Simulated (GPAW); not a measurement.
# BiTe (Fm-3m) in GPAW: convergence with convergence criteria

Aim: find how far convergence criteria must go before the results for BiTe settle, at PBE. This setting moves, with any that are tied to it; all else stays.

All numbers are computed with GPAW 26.7.0; they aren't measurements. Logs are shortened: lines on timing, memory, paths and dates and some standing lists are left out, and cuts for length are marked. The log counts tension as positive stress, the text compression.

### Step 1. Starting point

The structure is cubic, space group Fm-3m (No. 225). Conventional cell: a = 6.470 Å, b = 6.470 Å, c = 6.470 Å, α = 90.00°, β = 90.00°, γ = 90.00°. Bi (site symmetry m-3m) is surrounded by 6 Te at 3.23 Å. Around Te (site symmetry m-3m) lie 6 Bi at 3.23 Å.

### Step 2. With convergence criteria density=0.001 energy=0.01 eigenstates=0.0001

Input file run.py:

```python
from ase import Atoms
from ase.dft.bandgap import bandgap
from ase.io import write
from ase.units import GPa
from gpaw import GPAW, PW

atoms = Atoms(['Bi', 'Te'],
              cell=[[0.0, 3.235, 3.235],
                    [3.235, 0.0, 3.235],
                    [3.235, 3.235, 0.0]],
              scaled_positions=[[0.0, 0.0, 0.0],
                                [0.5, 0.5, 0.5]],
              pbc=True)

calc = GPAW(mode=PW(600),
            xc='PBE',
            kpts={'size': (7, 7, 7), 'gamma': True},
            occupations={'name': 'fermi-dirac', 'width': 0.05},
            nbands=20,
            convergence={'density': 0.001, 'energy': 0.01, 'eigenstates': 0.0001},
            maxiter=100,
            txt='gpaw.txt')
atoms.calc = calc
energy = atoms.get_potential_energy()
forces = atoms.get_forces()
stress = atoms.get_stress()
calc.write('gs.gpw')
write('result.traj', atoms)
print(f'Energy: {energy:.6f} eV')
print('Forces (eV/A):')
print(forces.round(4))
print('Stress (GPa):', (stress / GPa).round(3))
print('Fermi level:', round(calc.get_fermi_level(), 4), 'eV')
print(f'Gap: {bandgap(calc)[0]:.4f} eV, direct: {bandgap(calc, direct=True)[0]:.4f} eV')
```

Potentials or basis: GPAW PAW data sets (gpaw-data 1.2.1), pw.

Launch:

```
> OMP_NUM_THREADS=1 python run.py
```

gpaw.txt:

```text
__  _  _
 | _ |_)|_||  |
 |__||  | ||/\| - 26.7.0

Input parameters:
  mode=PW(ecut=600.0),
  convergence={'density': 0.001, 'energy': 0.01, 'eigenstates': 0.0001},
  kpts=MonkhorstPack(size=(7, 7, 7), gamma=True),
  maxiter=100,
  nbands=20,
  occupations=Occupations(name='fermi-dirac', width=0.05),
  xc=XC(name='PBE')

Diagonalizing LCAO Hamiltonian
Converting LCAO to pw mode

                 Te

       Bi

Atoms  # Å, Bohr magnetons
|   | symbol |        x |        y |        z |    initial magnetic moments |
|---|--------|----------|----------|----------|-----------------------------|
| 0 |     Bi | 0.000000 | 0.000000 | 0.000000 | ( 0.0000,  0.0000,  0.0000) |
| 1 |     Te | 3.235000 | 3.235000 | 3.235000 | ( 0.0000,  0.0000,  0.0000) |

Unit cell  # Å
| periodic |        x |        y |        z |  lengths |    angles |
|----------|----------|----------|----------|----------|-----------|
|      yes | 0.000000 | 3.235000 | 3.235000 | 4.574981 | 60.000000 |
|      yes | 3.235000 | 0.000000 | 3.235000 | 4.574981 | 60.000000 |
|      yes | 3.235000 | 3.235000 | 0.000000 | 4.574981 | 60.000000 |

Number of symmetries: 48
Symmetry operations  # r_c * U_cc + t_c -> r_c
|    | kind |            matrix            |
|----|------|------------------------------|
|  0 |  σ   |  1, 0, 0,  1, 0,-1,  1,-1, 0 |
|  1 |  C2  |  1, 0, 0,  1,-1, 0,  1, 0,-1 |
|  2 |  E   |  1, 0, 0,  0, 1, 0,  0, 0, 1 |
|  3 |  σ   |  1, 0, 0,  0, 0, 1,  0, 1, 0 |
|  4 |  C4  |  1, 0,-1,  1, 0, 0,  1,-1, 0 |
|  5 |  S6  |  1, 0,-1,  1,-1, 0,  1, 0, 0 |
|  6 |  σ   |  1, 0,-1,  0, 1,-1,  0, 0,-1 |
|  7 |  C3  |  1, 0,-1,  0, 0,-1,  0, 1,-1 |
|  8 |  S6  |  1,-1, 0,  1, 0, 0,  1, 0,-1 |
|  9 |  C4  |  1,-1, 0,  1, 0,-1,  1, 0, 0 |
| 10 |  C3  |  1,-1, 0,  0,-1, 1,  0,-1, 0 |
| 11 |  σ   |  1,-1, 0,  0,-1, 0,  0,-1, 1 |
| 12 |  σ   |  0, 1, 0,  1, 0, 0,  0, 0, 1 |
| 13 |  C4  |  0, 1, 0,  0, 1,-1, -1, 1, 0 |
| 14 |  C3  |  0, 1, 0,  0, 0, 1,  1, 0, 0 |
| 15 |  S6  |  0, 1, 0, -1, 1, 0,  0, 1,-1 |
| 16 |  C2  |  0, 1,-1,  1, 0,-1,  0, 0,-1 |
| 17 |  σ   |  0, 1,-1,  0, 1, 0, -1, 1, 0 |
| 18 |  S4  |  0, 1,-1,  0, 0,-1,  1, 0,-1 |
| 19 |  C4  |  0, 1,-1, -1, 1, 0,  0, 1, 0 |
| 20 |  C3  |  0, 0, 1,  1, 0, 0,  0, 1, 0 |
| 21 |  σ   |  0, 0, 1,  0, 1, 0,  1, 0, 0 |
| 22 |  S6  |  0, 0, 1,  0,-1, 1, -1, 0, 1 |
| 23 |  C4  |  0, 0, 1, -1, 0, 1,  0,-1, 1 |
| 24 |  S4  |  0, 0,-1,  1, 0,-1,  0, 1,-1 |
| 25 |  C3  |  0, 0,-1,  0, 1,-1,  1, 0,-1 |
| 26 |  C2  |  0, 0,-1,  0,-1, 0, -1, 0, 0 |
| 27 |  S6  |  0, 0,-1, -1, 0, 0,  0,-1, 0 |
| 28 |  S4  |  0,-1, 1,  1,-1, 0,  0,-1, 0 |
| 29 |  C4  |  0,-1, 1,  0, 0, 1, -1, 0, 1 |
| 30 |  C2  |  0,-1, 1,  0,-1, 0,  1,-1, 0 |
| 31 |  σ   |  0,-1, 1, -1, 0, 1,  0, 0, 1 |
| 32 |  C3  |  0,-1, 0,  1,-1, 0,  0,-1, 1 |
| 33 |  S6  |  0,-1, 0,  0, 0,-1, -1, 0, 0 |
| 34 |  S4  |  0,-1, 0,  0,-1, 1,  1,-1, 0 |
| 35 |  C2  |  0,-1, 0, -1, 0, 0,  0, 0,-1 |
| 36 |  C2  | -1, 1, 0,  0, 1, 0,  0, 1,-1 |
| 37 |  S6  | -1, 1, 0,  0, 1,-1,  0, 1, 0 |
| 38 |  S4  | -1, 1, 0, -1, 0, 1, -1, 0, 0 |
| 39 |  C3  | -1, 1, 0, -1, 0, 0, -1, 0, 1 |
| 40 |  S6  | -1, 0, 1,  0, 0, 1,  0,-1, 1 |
| 41 |  C2  | -1, 0, 1,  0,-1, 1,  0, 0, 1 |
| 42 |  C3  | -1, 0, 1, -1, 1, 0, -1, 0, 0 |
| 43 |  S4  | -1, 0, 1, -1, 0, 0, -1, 1, 0 |
| 44 |  C2  | -1, 0, 0,  0, 0,-1,  0,-1, 0 |
| 45 |  i   | -1, 0, 0,  0,-1, 0,  0, 0,-1 |
| 46 |  σ   | -1, 0, 0, -1, 1, 0, -1, 0, 1 |
| 47 |  C2  | -1, 0, 0, -1, 0, 1, -1, 1, 0 |

BZ-sampling:
  Number of BZ points: 343
  Number of IBZ points: 20

  Monkhorst-Pack size: [7, 7, 7]
  Monkhorst-Pack shift: [0, 0, 0]

K-points  # in reciprocal-cell coordinates
|     |                                coordinates |     weight |
|-----|--------------------------------------------|------------|
|   0 | (  0.00000000,   0.00000000,   0.00000000) | 0.00291545 |
|   1 | (  0.14285714,   0.14285714,   0.00000000) | 0.01749271 |
|   2 | (  0.14285714,   0.14285714,   0.14285714) | 0.02332362 |
|   3 | (  0.28571429,   0.14285714,   0.14285714) | 0.03498542 |
|   4 | (  0.28571429,   0.28571429,   0.00000000) | 0.01749271 |
|   5 | (  0.28571429,   0.28571429,   0.14285714) | 0.06997085 |
|   6 | (  0.28571429,   0.28571429,   0.28571429) | 0.02332362 |
|   7 | (  0.42857143,  -0.28571429,  -0.28571429) | 0.03498542 |
|   8 | (  0.42857143,   0.28571429,  -0.42857143) | 0.13994169 |
|   9 | (  0.42857143,   0.28571429,  -0.28571429) | 0.06997085 |
| ... |                                            |            |
|  19 | (  0.42857143,   0.42857143,   0.42857143) | 0.02332362 |

Plane wave coefficients: 2281
Cutoff: 600.0 eV

Spin-components: 1 (collinear spins)
Bands:           20
Projectors:      11
Spin-degeneracy: 2
Datatype:        complex128

Parallelization:
  kpt:    1
  domain: 1
  band:   1

Density:
  Valence electrons: 21.0
  Components: 1
  Grid points: [27 27 27]
  Charge: 0.0  # |e|

Potential:
  Grid points: [27 27 27]

species:
  Bi:
    name:    Bismuth
    Z:       83.0
    valence: 15
    core:    68
    charge:  0.0  # [|e|]
    compensation charges:
      type: gauss
      rc: 0.38  # [Å]
      lmax: 2
    cutoffs:
      filter: 2.23  # [Å]
      core: 2.33  # [Å]
    projectors
    | kind |    occ | energy [eV] | rcut [Å] |
    |------|--------|-------------|----------|
    |   6s |  2.000 |     -14.385 |    1.286 |
    |   6p |  3.000 |      -4.580 |    1.275 |
    |   5d | 10.000 |     -27.119 |    1.349 |
    |    s |        |      12.827 |    1.286 |
    |    p |        |      22.631 |    1.275 |
    |    d |        |       0.093 |    1.349 |

    Using partial waves for Bi as LCAO basis

  Te:
    name:    Tellurium
    Z:       52.0
    valence: 6
    core:    46
    charge:  0.0  # [|e|]
    compensation charges:
      type: gauss
      rc: 0.36  # [Å]
      lmax: 2
    cutoffs:
      filter: 2.09  # [Å]
      core: 3.17  # [Å]
    projectors
    | kind |    occ | energy [eV] | rcut [Å] |
    |------|--------|-------------|----------|
    |   5s |  2.000 |     -15.089 |    1.180 |
    |   5p |  4.000 |      -5.955 |    1.196 |
    |    s |        |      12.123 |    1.180 |
    |    p |        |      21.256 |    1.196 |
    |    d |        |       0.000 |    1.238 |

    Using partial waves for Te as LCAO basis

Reference energy: -769639.066386  # eV

eigensolver:
  PPCG
  Converge bands: occupied
  niter=2

density mixing:
  MSR1-Mixer
  Pratt-step length: 0.05
  Maximum mixing coefficient: 0.75
  Old densities: 10
  SVD Regularization: 0.005
  Good broyden scale: 1.0
  Trust region scale: 1.0
  Backstep threshold: 4.0
  History deletion threshold: 6.0
  Fourier metric: weight=20.0, sigma=0.015

occupation numbers:
  Fermi-Dirac:
    width: 0.0500  # eV

poisson solver:
  ecut: 4800.0  # eV

xc functional:
  name: PBE with 2 nearest neighbor stencil

convergence criteria:
- Maximum integral of absolute [dens]ity change: 0.001 electrons / valence electron
- Maximum [total energy] change in last 3 cyles: 0.01 eV / valence electron
- Maximum integral of absolute [eigenst]ate change: 0.0001 eV^2 / valence electron
maximum number of iterations: 100

SCF iterations
|iter     | |      energy | eigst |  dens |
|---------|-|-------------|-------|-------|
|iter:   1| |   -7.998346 | -0.41 |       |
|iter:   2| |   -7.998238 | -2.53 | -1.56 |
|iter:   3| |   -7.991457c| -3.14 | -1.60 |
|iter:   4| |   -7.994351c| -3.50 | -2.03 |
|iter:   5| |   -7.994900c| -4.17c| -2.42 |
|iter:   6| |   -7.994936c| -4.41c| -3.08c|

Converged in 6 steps
Energy contributions relative to reference atoms: (reference = -769639.066386)

Energy contributions:
  Kinetic:          22.944611
  Coulomb:         -21.921338
  Zero:             -1.325996
  External:          0.000000
  Xc:               -7.681652
  Entropy:          -0.021122
  Spinorbit:         0.000000
  ----------------------------
  Free energy:      -8.005497
  Extrapolated:     -7.994936

dipole moment: (-25.203815, -25.203815, -25.203815)  # |e|*Ang

Fermi level: 6.446
Eigenvalues  # (at kpt = [0.000, 0.000, 0.000])
| band index |      eig [eV] | occ [0-2] |
|------------|---------------|-----------|
|          0 |       -16.919 |     2.000 |
|        ... |               |           |
|          2 |       -16.913 |     2.000 |
|          3 |       -16.913 |     2.000 |
|          4 |       -16.913 |     2.000 |
|          5 |        -7.049 |     2.000 |
|          6 |        -1.602 |     2.000 |
|          7 |         3.860 |     2.000 |
|          8 |         3.860 |     2.000 |
|          9 |         3.860 |     2.000 |
|         10 |         8.561 |     0.000 |
|         11 |         8.561 |     0.000 |
|         12 |         8.561 |     0.000 |
|         13 |        11.094 |     0.000 |
|         14 |        11.094 |     0.000 |
|         15 |        11.094 |     0.000 |
|         16 |        12.580 |     0.000 |
|         17 |        12.992 |     0.000 |
|        ... |               |           |
|         19 |        13.103 |     0.000 |

No gap
No difference between direct/indirect transitions

Forces  # eV/Ang
|        x |       y |       z |
|----------|---------|---------|
| -0.00000 | 0.00000 | 0.00000 |  # Bi   0
|  0.00000 | 0.00000 | 0.00000 |  # Te   1

Stress tensor  # eV/Ang^3
|         x |         y |         z |
|-----------|-----------|-----------|
| -0.004141 | -0.000000 |  0.000000 |
| -0.000000 | -0.004141 |  0.000000 |
|  0.000000 |  0.000000 | -0.004141 |

# Writing to gs.gpw (mode='')
```

Run time: 13 s. Hardware: 1 thread of Arm Neoverse V1, shared host; peak memory 0.17 GiB.

Results:

- Free energy: -8.0055 eV
- Pressure: 0.7 GPa
- Band gap on the k mesh: none (metal or under the smearing width)

### Step 3. With convergence criteria default

Changes to run.py since step 2:

```diff
@@ -19,3 +19,2 @@
             nbands=20,
-            convergence={'density': 0.001, 'energy': 0.01, 'eigenstates': 0.0001},
             maxiter=100,
```

Potentials or basis: GPAW PAW data sets (gpaw-data 1.2.1), pw.

Launch:

```
> OMP_NUM_THREADS=1 python run.py
```

It took 21 s on 1 thread of Arm Neoverse V1, shared host; peak memory 0.17 GiB.

It converged, with:

- Free energy: -8.0055 eV
- Pressure: 0.7 GPa
- Band gap on the k mesh: none (metal or under the smearing width)

### Step 4. With convergence criteria density=1e-05 energy=1e-05

Changes to run.py since step 3:

```diff
@@ -19,2 +19,3 @@
             nbands=20,
+            convergence={'density': 1e-05, 'energy': 1e-05},
             maxiter=100,
```

Launch:

```
> OMP_NUM_THREADS=1 python run.py
```

Wall time 21 s (1 thread of Arm Neoverse V1, shared host); peak memory 0.17 GiB.

The run converged. Its results:

* Free energy: -8.0055 eV
* Pressure: 0.7 GPa
* Band gap on the k mesh: none (metal or under the smearing width)

### Step 5. With convergence criteria density=1e-05 forces=0.0001

Changes to run.py since step 4:

```diff
@@ -19,3 +19,3 @@
             nbands=20,
-            convergence={'density': 1e-05, 'energy': 1e-05},
+            convergence={'density': 1e-05, 'forces': 0.0001},
             maxiter=100,
```

Launch:

```
> OMP_NUM_THREADS=1 python run.py
```

It took 23 s on 1 thread of Arm Neoverse V1, shared host; peak memory 0.17 GiB.

Results (log left out):

| Quantity | Value |
| --- | --- |
| Free energy | -8.0055 eV |
| Pressure | 0.7 GPa |
| Band gap on the k mesh | none (metal or under the smearing width) |

### Step 6. With convergence criteria density=1e-06 energy=1e-06 eigenstates=1e-10

Changes to run.py since step 5:

```diff
@@ -19,3 +19,3 @@
             nbands=20,
-            convergence={'density': 1e-05, 'forces': 0.0001},
+            convergence={'density': 1e-06, 'energy': 1e-06, 'eigenstates': 1e-10},
             maxiter=100,
```

Potentials or basis: GPAW PAW data sets (gpaw-data 1.2.1), pw.

Launch:

```
> OMP_NUM_THREADS=1 python run.py
```

It took 25 s on 1 thread of Arm Neoverse V1, shared host; peak memory 0.17 GiB.

It converged, with:

```
Free energy            : -8.0055 eV
Pressure               : 0.7 GPa
Band gap on the k mesh : none (metal or under the smearing width)
```

### Step 7. Result

```
                        convergence criteria  energy less the tightest run, at zero smearing (meV/atom)  pressure (GPa)  SCF cycles  CPU time (s)  peak memory (GiB)
density=0.001 energy=0.01 eigenstates=0.0001                                                       0.00            0.66           6            13               0.17
                                     default                                                       0.00            0.70           9            21               0.17
                  density=1e-05 energy=1e-05                                                       0.00            0.70           9            21               0.17
                 density=1e-05 forces=0.0001                                                       0.00            0.70          10            23               0.17
density=1e-06 energy=1e-06 eigenstates=1e-10                                                       0.00            0.70          11            25               0.17
```

Against the tightest run, the energy stays within 1 meV/atom from density=0.001 energy=0.01 eigenstates=0.0001 on; the pressure stays within 0.1 GPa from density=0.001 energy=0.01 eigenstates=0.0001 on. The tightest run that finished is the yardstick and may itself not be fully converged.

Caveats: spin-orbit coupling is left out, which moves the levels of the heavy elements.
